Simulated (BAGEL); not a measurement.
# triplet As2: a chain of runs

Wanted: a series of 9 runs (UHF/ANO-RCC-MB, HF/ANO-RCC-VDZ, UHF/ANO-RCC-VDZ, HF/ANO-RCC-VDZP, UHF/ANO-RCC-VDZP, HF/ANO-RCC-VTZP, UHF/ANO-RCC-VTZP, HF/ANO-RCC-VQZP, and more) of As2. 

Program for the calculation: BAGEL 1.2.2.

3 further runs of the same task are left out: 3 set aside as unsound or not needed.

### 1 The molecule

As2: 2 atoms, total charge 0, spin state triplet. SMILES of the parent species: `[As]#[As]`. The shape comes from GFN2-xTB, which is rough for such elements, and wasn't checked as a minimum. That shape belongs to the parent species and isn't relaxed for this state.

Bond lengths: As1–As2 2.094 Å.

### 2 A single-point energy at UHF/ANO-RCC-MB (DKH2, density fitting with tzvpp-jkfit, property spin gap) (run 1)

job.json

```json
{ "bagel": [

{
  "title": "molecule",
  "basis": "ano-rcc-mb.json",
  "df_basis": "tzvpp-jkfit",
  "angstrom": "true",
  "dkh": "true",
  "geometry": [
    { "atom": "As", "xyz": [       0.000000,       0.000000,       0.000000 ] },
    { "atom": "As", "xyz": [       0.000000,       0.000000,       2.093970 ] }
  ]
},

{
  "title": "uhf",
  "nopen": 2
},

{
  "title": "print",
  "file": "orbitals.molden",
  "orbitals": "true"
}

]}
```

The basis set ANO-RCC-MB is read from a file made from the Basis Set Exchange's data (not shown).

Run with:

```bash
BAGEL_NUM_THREADS=1 BAGEL job.json > job.out
```

The log of the run:

```text
* using 1 threads per process

  ===============================================================
  ===============================================================

  *** Geometry ***

  { "atom" : "As", "xyz" : [      0.000000,      0.000000,      0.000000 ] },
  { "atom" : "As", "xyz" : [      0.000000,      0.000000,      3.957030 ] },

  Number of auxiliary basis functions:      532

  Since a DF basis is specified, we compute 2- and 3-index integrals:
    o Being stored without compression. Storage requirement is 0.006 GB

  Number of basis functions:       36
  Number of electrons      :       66

    * METHOD: MOLECULE                             0.45

  *** Open-shell HF ***

  === Nuclear Repulsion ===
   275.2064176753

      * DIIS with orbital gradients will be used.

  === UHF iteration (ano-rcc-mb.json) ===
      0      -4517.72156175          0.00283624           0.10
      1      -4517.72644377          0.00051364           0.10
      2      -4517.72702299          0.00011611           0.13
      3      -4517.72712316          0.00003007           0.09
      4      -4517.72712898          0.00001817           0.09
      5      -4517.72713040          0.00000175           0.10
      6      -4517.72713046          0.00000017           0.13
      7      -4517.72713046          0.00000001           0.12
      8      -4517.72713046          0.00000000           0.11
    * SCF iteration converged.

    * S^2 (UHF) is 2.0134

    * Permanent dipole moment:
           (   -0.000000,    -0.000000,    -0.000000) a.u.

    * METHOD: UHF                                  1.36

    * METHOD: PRINT                                0.00

  ===============================================================
```

It took 2.3 s on 1 thread of Intel Xeon at 2.70GHz, shared host; peak memory 0.085 GiB.

### 3 The singlet: a single-point energy at HF/ANO-RCC-VDZ (DKH2, density fitting with tzvpp-jkfit, property spin gap) (run 2)

input.json

```json
{ "bagel": [

{
  "title": "molecule",
  "basis": "ano-rcc-vdz.json",
  "df_basis": "tzvpp-jkfit",
  "angstrom": true,
  "dkh": true,
  "geometry": [
    { "atom": "As", "xyz": [       0.000000,       0.000000,       0.000000 ] },
    { "atom": "As", "xyz": [       0.000000,       0.000000,       2.093970 ] }
  ]
},

{ "title": "hf" },

{ "title": "print", "file": "orbitals.molden", "orbitals": true }

]}
```

The basis set ANO-RCC-VDZ is read from a file made from the Basis Set Exchange's data (not shown).

Run with:

```bash
BAGEL_NUM_THREADS=1 BAGEL input.json > input.out
```

The log of the run:

```text
* using 1 threads per process

  ===============================================================
  ===============================================================

  *** Geometry ***

  { "atom" : "As", "xyz" : [      0.000000,      0.000000,      0.000000 ] },
  { "atom" : "As", "xyz" : [      0.000000,      0.000000,      3.957030 ] },

  Number of auxiliary basis functions:      532

  Since a DF basis is specified, we compute 2- and 3-index integrals:
    o Being stored without compression. Storage requirement is 0.008 GB

  Number of basis functions:       44
  Number of electrons      :       66

    * METHOD: MOLECULE                             0.53

  *** RHF ***

  === Nuclear Repulsion ===
   275.2064176753

      * DIIS with orbital gradients will be used.

  === RHF iteration (ano-rcc-vdz.json) ===
      0      -4517.84612358          0.00233116           0.07
      1      -4517.84981214          0.00068056           0.09
      2      -4517.85022376          0.00008530           0.07
      3      -4517.85023012          0.00001179           0.07
      4      -4517.85023021          0.00000132           0.07
      5      -4517.85023021          0.00000010           0.06
      6      -4517.85023021          0.00000001           0.07
    * SCF iteration converged.

    * Permanent dipole moment:
           (   -0.000000,    -0.000000,    -0.000000) a.u.

    * METHOD: HF                                   1.01

    * METHOD: PRINT                                0.00

  ===============================================================
```

It took 2.1 s on 1 thread of Intel Xeon at 2.70GHz, shared host; peak memory 0.087 GiB.

Runs 3 to 5 aren't shown in full; the table further down has their settings and results.

### 4 The singlet: a single-point energy at HF/ANO-RCC-VTZP (DKH2, density fitting with tzvpp-jkfit, property spin gap) (run 6)

hf.json

```json
{ "bagel" : [

{
  "title" : "molecule",
  "basis" : "ano-rcc-vtzp.json",
  "df_basis" : "tzvpp-jkfit",
  "angstrom" : "true",
  "dkh" : "true",
  "geometry" : [
    { "atom" : "As", "xyz" : [       0.000000,       0.000000,       0.000000 ] },
    { "atom" : "As", "xyz" : [       0.000000,       0.000000,       2.093970 ] }
  ]
},

{
  "title" : "hf"
},

{
  "title" : "print",
  "file" : "orbitals.molden",
  "orbitals" : "true"
}

]}
```

The basis set ANO-RCC-VTZP is read from a file made from the Basis Set Exchange's data (not shown).

Run with:

```bash
BAGEL_NUM_THREADS=1 BAGEL hf.json > hf.out
```

The log of the run:

```text
* using 1 threads per process

  ===============================================================
  ===============================================================

  *** Geometry ***

  { "atom" : "As", "xyz" : [      0.000000,      0.000000,      0.000000 ] },
  { "atom" : "As", "xyz" : [      0.000000,      0.000000,      3.957030 ] },

  Number of auxiliary basis functions:      532

  Since a DF basis is specified, we compute 2- and 3-index integrals:
    o Being stored without compression. Storage requirement is 0.031 GB

  Number of basis functions:       86
  Number of electrons      :       66

    * METHOD: MOLECULE                             0.71

  *** RHF ***

  === Nuclear Repulsion ===
   275.2064176753

      * DIIS with orbital gradients will be used.

  === RHF iteration (ano-rcc-vtzp.json) ===
      0      -4517.90023997          0.00286618           0.14
      1      -4517.90705491          0.00096551           0.13
      2      -4517.90780956          0.00034016           0.13
      3      -4517.90792764          0.00003313           0.13
      4      -4517.90792918          0.00000291           0.13
      5      -4517.90792919          0.00000071           0.13
      6      -4517.90792919          0.00000019           0.14
      7      -4517.90792919          0.00000005           0.13
      8      -4517.90792919          0.00000001           0.13
      9      -4517.90792919          0.00000000           0.13
    * SCF iteration converged.

    * Permanent dipole moment:
           (   -0.000000,    -0.000000,     0.000000) a.u.

    * METHOD: HF                                   2.00

    * METHOD: PRINT                                0.01

  ===============================================================
```

Run time: 3.3 s. Hardware: 1 thread of Intel Xeon at 2.70GHz, shared host; peak memory 0.14 GiB.

Runs 7 to 8 aren't shown in full; the table further down has their settings and results.

### 5 The energy at UHF/ANO-RCC-VQZP (DKH2, density fitting with qzvpp-jkfit, property spin gap) (run 9)

hf.json

```json
{ "bagel" : [

{
  "title" : "molecule",
  "basis" : "ano-rcc-vqzp.json",
  "df_basis" : "qzvpp-jkfit",
  "angstrom" : true,
  "dkh" : true,
  "geometry" : [
    { "atom" : "As", "xyz" : [       0.000000,       0.000000,       0.000000 ] },
    { "atom" : "As", "xyz" : [       0.000000,       0.000000,       2.093970 ] }
  ]
},

{
  "title" : "uhf",
  "nopen" : 2
},

{
  "title" : "print",
  "file" : "orbitals.molden",
  "orbitals" : true
}

]}
```

The basis set ANO-RCC-VQZP is read from a file made from the Basis Set Exchange's data (not shown).

Run with:

```bash
BAGEL_NUM_THREADS=1 BAGEL hf.json > hf.out
```

The log of the run:

```text
* using 1 threads per process

  ===============================================================
  ===============================================================

  *** Geometry ***

  { "atom" : "As", "xyz" : [      0.000000,      0.000000,      0.000000 ] },
  { "atom" : "As", "xyz" : [      0.000000,      0.000000,      3.957030 ] },

  Number of auxiliary basis functions:      532

  Since a DF basis is specified, we compute 2- and 3-index integrals:
    o Being stored without compression. Storage requirement is 0.079 GB

  Number of basis functions:      136
  Number of electrons      :       66

    * METHOD: MOLECULE                             1.01

  *** Open-shell HF ***

  === Nuclear Repulsion ===
   275.2064176753

      * DIIS with orbital gradients will be used.

  === UHF iteration (ano-rcc-vqzp.json) ===
      0      -4517.73359175          0.01401279           0.48
      1      -4517.80012527          0.00655489           0.47
      2      -4517.81251855          0.00324727           0.46
      3      -4517.81571785          0.00029539           0.51
      4      -4517.81601476          0.00012143           0.46
      5      -4517.81609205          0.00003929           0.47
      6      -4517.81610571          0.00001121           0.46
      7      -4517.81610636          0.00000384           0.54
      8      -4517.81610642          0.00000109           0.61
      9      -4517.81610643          0.00000029           0.47
     10      -4517.81610643          0.00000006           0.47
     11      -4517.81610643          0.00000002           0.47
     12      -4517.81610643          0.00000001           0.50
    * SCF iteration converged.

    * S^2 (UHF) is 2.0481

    * Permanent dipole moment:
           (    0.000000,    -0.000000,    -0.000000) a.u.

    * METHOD: UHF                                  7.45

    * METHOD: PRINT                                0.02

  ===============================================================
```

Run time: 9.3 s. Hardware: 1 thread of Intel Xeon at 2.70GHz, shared host; peak memory 0.23 GiB.

### 6 Overview of the runs

```csv
run,level,integral approximation,partner,energy (Eh),dipole moment (D),⟨S²⟩,wall time
1,"UHF/ANO-RCC-MB (DKH2, density fitting with tzvpp-jkfit, property spin gap)",tzvpp-jkfit,triplet,-4517.727130,0.00,2.013,2.3 s
2,"HF/ANO-RCC-VDZ (DKH2, density fitting with tzvpp-jkfit, property spin gap)",tzvpp-jkfit,base,-4517.850230,0.00,–,2.1 s
3,"UHF/ANO-RCC-VDZ (DKH2, density fitting with tzvpp-jkfit, property spin gap)",tzvpp-jkfit,triplet,-4517.761480,0.00,2.023,2.9 s
4,"HF/ANO-RCC-VDZP (DKH2, density fitting with tzvpp-jkfit, property spin gap)",tzvpp-jkfit,base,-4517.901715,0.00,–,2.1 s
5,"UHF/ANO-RCC-VDZP (DKH2, density fitting with tzvpp-jkfit, property spin gap)",tzvpp-jkfit,triplet,-4517.804477,0.00,2.039,3.6 s
6,"HF/ANO-RCC-VTZP (DKH2, density fitting with tzvpp-jkfit, property spin gap)",tzvpp-jkfit,base,-4517.907929,0.00,–,3.3 s
7,"UHF/ANO-RCC-VTZP (DKH2, density fitting with tzvpp-jkfit, property spin gap)",tzvpp-jkfit,triplet,-4517.814810,0.00,2.047,5.7 s
8,"HF/ANO-RCC-VQZP (DKH2, density fitting with qzvpp-jkfit, property spin gap)",qzvpp-jkfit,base,-4517.908735,0.00,–,5.1 s
9,"UHF/ANO-RCC-VQZP (DKH2, density fitting with qzvpp-jkfit, property spin gap)",qzvpp-jkfit,triplet,-4517.816106,0.00,2.048,9.3 s
```

### 7 Results

| quantity | value |
| --- | --- |
| run 9, UHF/ANO-RCC-VQZP: total energy | -4517.81611 Eh |
| run 9, UHF/ANO-RCC-VQZP: dipole moment | 0.00 D |
| run 9, UHF/ANO-RCC-VQZP: ⟨S²⟩ | 2.048 |
| vertical energy of the triplet above the singlet, HF/ANO-RCC-VDZ | 2.415 eV |
| vertical energy of the triplet above the singlet, HF/ANO-RCC-VDZP | 2.646 eV |
| vertical energy of the triplet above the singlet, HF/ANO-RCC-VTZP | 2.534 eV |
| vertical energy of the triplet above the singlet, HF/ANO-RCC-VQZP | 2.521 eV |

What this shows: At HF/ANO-RCC-VDZ: at this shape the triplet lies 2.42 eV (233 kJ/mol) above the singlet. At HF/ANO-RCC-VDZP: at this shape the triplet lies 2.65 eV (61 kcal/mol) above the singlet. At HF/ANO-RCC-VTZP: at this shape the triplet lies 2.53 eV (58 kcal/mol) above the singlet. At HF/ANO-RCC-VQZP: at this shape the triplet lies 2.52 eV (58 kcal/mol) above the singlet. In run 1 the basis is minimal, so the values are rough. All runs together took 37 s, the longest 9.3 s.
